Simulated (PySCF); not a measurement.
The system is OGaClH2, in a box.

```
CELL_PARAMETERS angstrom
13.00000 0.00000 0.00000
0.00000 13.00000 0.00000
0.00000 0.00000 11.00000
ATOMIC_POSITIONS crystal
O 0.41986 0.56115 0.46327
Ga 0.54466 0.53747 0.52173
Cl 0.57985 0.37865 0.55431
H 0.37987 0.49978 0.45187
H 0.62213 0.62458 0.54725
```

Program: PySCF 2.14.0. Alike in all runs: task atomic charges; potentials or basis 6-31g* (all-electron); no spin polarisation; cell as given; k mesh 1 × 1 × 1; smearing fixed.

Q: Order these runs on this cell by their band gap on the k mesh, lowest first.
A. level TASK
B. level LDA
C. level SCAN+D3(BJ); three-body dispersion term no

A: B (5.44 eV), C (6.11 eV), A (7.37 eV).

Caveats: this is a molecule in a periodic box at the Γ point, so its band gap is the HOMO-LUMO gap; relativity is left out, which matters for the heavier elements; the basis of atomic orbitals isn't converged, which shifts pressures, moduli and gaps.

A k mesh can miss the band edges.

Not every run made on this cell is shown here.
